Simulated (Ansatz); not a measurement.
# Fe2Pt: the cost of one run

Computed with Ansatz 0.2.0 (DFT PBE, scalar-relativistic, plane waves, PAW, unless a step's input says otherwise).

3 further runs of the same task are left out: 3 that didn't finish.

## (1) The structure to begin with

It takes space group P-3m1 (No. 164, trigonal). Conventional cell: a = 2.618 Å, b = 2.618 Å, c = 6.277 Å, α = 90.00°, β = 90.00°, γ = 120.00°. Fe (site symmetry 3m) has 9 Fe at 2.36 to 2.62 Å and 3 Pt at 2.69 Å as nearest neighbours. Pt (site symmetry -3m) is surrounded by 6 Pt at 2.62 Å and 6 Fe at 2.69 Å.

As a file:

```cif
data_structure
_symmetry_space_group_name_H-M 'P 1'
_symmetry_Int_Tables_number 1
_cell_length_a 2.6176
_cell_length_b 2.6176
_cell_length_c 6.2769
_cell_angle_alpha 90.000
_cell_angle_beta 90.000
_cell_angle_gamma 120.000
_cell_volume 37.25
loop_
_atom_site_label
_atom_site_type_symbol
_atom_site_fract_x
_atom_site_fract_y
_atom_site_fract_z
_atom_site_occupancy
Fe1 Fe 0.33333 0.66667 0.64454 1
Fe2 Fe 0.66667 0.33333 0.35546 1
Pt1 Pt 0.00000 0.00000 0.00000 1
```

The structure comes from the Materials Project (structure only).

(A quick probe on a coarse mesh, which set the mesh and smearing, is not shown.)

## (3) A loose first relaxation

Input file input.yaml:

```yaml
crystal:
  lattice:
    - [2.617599916, 0.0, 0.0]
    - [-1.308799958, 2.2669080242, 0.0]
    - [0.0, 0.0, 6.276851]
  atoms:
    - { symbol: Fe, position: [0.33333333, 0.66666667, 0.64454], spin: 2.92 }
    - { symbol: Fe, position: [0.66666667, 0.33333333, 0.35546], spin: 2.92 }
    - { symbol: Pt, position: [0.0, 0.0, 0.0], spin: 0.3 }
basis:
  ecutwfc: 420
kpoints:
  mp_grid: { grid: [12, 12, 4] }
hamiltonian:
  xc: pbe
scf:
  occupations: { method: gaussian, width: 0.1 }
output:
  forces: true
  stress: true
  eigenvalues: true
  populations: true
magnetization:
  spin_polarized: true
relax:
  adjacent_minimum: "off"
  f_tol: 0.05
  max_steps: 80
  cell: { stress_tol: 0.5 }
```

The run is started by

```bash
$ ansatz run input.yaml --threads 1 --pin off --max-ram 2560MiB --backend cpu --events-out ev --progress --plain --runs-dir out
```

**Question.** How long does this run take on 1 thread of Intel Xeon at 2.50GHz (Skylake/Cascade Lake), shared host, and how much memory does it need?

About 2.4 min, with a peak of 0.49 GiB.
